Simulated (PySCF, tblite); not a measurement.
**C5H10F3O2P: geometry, infrared bands and NMR shifts**

Wanted: the infrared bands and NMR shifts of C5H10F3O2P (`COCC[P@](C)(=O)C(F)(F)F`), by calculation.

The runs use tblite 0.8.0 and PySCF 2.14.0, with density-fitted response routines of our own; the level of theory stands in each step. All values are computed, except where a source is named. Atoms count from 0, in the outputs and in this text.

## (1) The molecule as given

21 atoms, charge 0, multiplicity 1; geometry from: force field or distance geometry start.

Bonds of the start (Å): C0–O1 1.41, O1–C2 1.39, C2–C3 1.50, C3–P4 1.77, P4–C5 1.83, P4–O6 1.54, P4–C7 1.79, C7–F8 1.39, C7–F9 1.38, C7–F10 1.39, C0–H11 1.11, C0–H12 1.12, C0–H13 1.12, C2–H14 1.11, C2–H15 1.12, C3–H16 1.14, C3–H17 1.11, C5–H18 1.11, C5–H19 1.09, C5–H20 1.11.

## (2) Relaxing the molecule with GFN2-xTB

Job settings and geometry (Å):

```
{"job": {"kind": "relax", "xc": "GFN2-xTB", "basis": "xTB"}, "charge": 0, "multiplicity": 1}
C      3.071100     0.564700    -0.287800
O      1.769400     0.325900    -0.778600
C      1.270600    -0.733400    -0.031600
C     -0.120200    -1.126200    -0.424300
P     -1.393100     0.097400    -0.256900
C     -2.839000    -0.713900     0.518600
O     -1.856000     0.515100    -1.667000
C     -0.940800     1.614600     0.582600
F     -2.120400     2.331500     0.736600
F     -0.113000     2.438800    -0.150700
F     -0.473600     1.398200     1.873000
H      3.570100     1.402000    -0.812500
H      3.030200     0.704900     0.824900
H      3.636600    -0.391000    -0.461300
H      1.929000    -1.599900    -0.228700
H      1.400600    -0.506300     1.061400
H     -0.389400    -2.006600     0.246600
H     -0.136000    -1.562800    -1.442500
H     -2.916400    -1.706900     0.036100
H     -3.758200    -0.139700     0.371900
H     -2.630400    -0.889500     1.599200
```

Launch:

```sh
> OMP_NUM_THREADS=1 python probes_run.py task.json out
```

This one command runs all jobs of the session in turn.

**Question.** This job is followed by: GFN2-xTB harmonic vibrations, gas phase; GIAO PBE0/pcSseg-1 NMR shielding, non-relativistic, gas phase. Predict these results of the whole session: strongest single infrared mode (GFN2-xTB); zero-point energy (GFN2-xTB); 13C shifts against TMS (PBE0/pcSseg-1); 1H shifts against TMS (PBE0/pcSseg-1, means over atoms taken as alike); 17O shifts against H2O (PBE0/pcSseg-1); 31P shifts against H3PO4 (PBE0/pcSseg-1); 19F shifts against CFCl3 (PBE0/pcSseg-1, means over atoms taken as alike).

The runs gave:

| quantity | value |
| --- | --- |
| strongest single infrared mode (GFN2-xTB) | 1036 cm⁻¹, 244 km/mol |
| zero-point energy (GFN2-xTB) | 94.9 kcal/mol |
| 13C shifts against TMS (PBE0/pcSseg-1) | 131.9, 66.9, 60.3, 37.2, 18.3 ppm |
| 1H shifts against TMS (PBE0/pcSseg-1, means over atoms taken as alike) | 3.86, 3.61, 3.61, 2.37, 1.83, 1.39 ppm |
| 17O shifts against H2O (PBE0/pcSseg-1) | 83.5, 46.8 ppm |
| 31P shifts against H3PO4 (PBE0/pcSseg-1) | 12.5 ppm |
| 19F shifts against CFCl3 (PBE0/pcSseg-1, means over atoms taken as alike) | -89.8 ppm |

**Reading.** Relaxing lowered the energy by 1.422 eV in 221 steps; the close pair that moved most is P4–C7, from 1.792 to 1.900 Å. All 57 modes are real, so the xTB geometry is a minimum. The strongest single mode, at 1036 cm⁻¹, moves mainly C7. Unscaled tight-binding wavenumbers are off by several per cent, some by more. Its intensities can rank the bands wrongly. At PBE0/pcSseg-1: The widest tensor belongs to P4: span 233 ppm, with a paramagnetic part of -659 ppm.
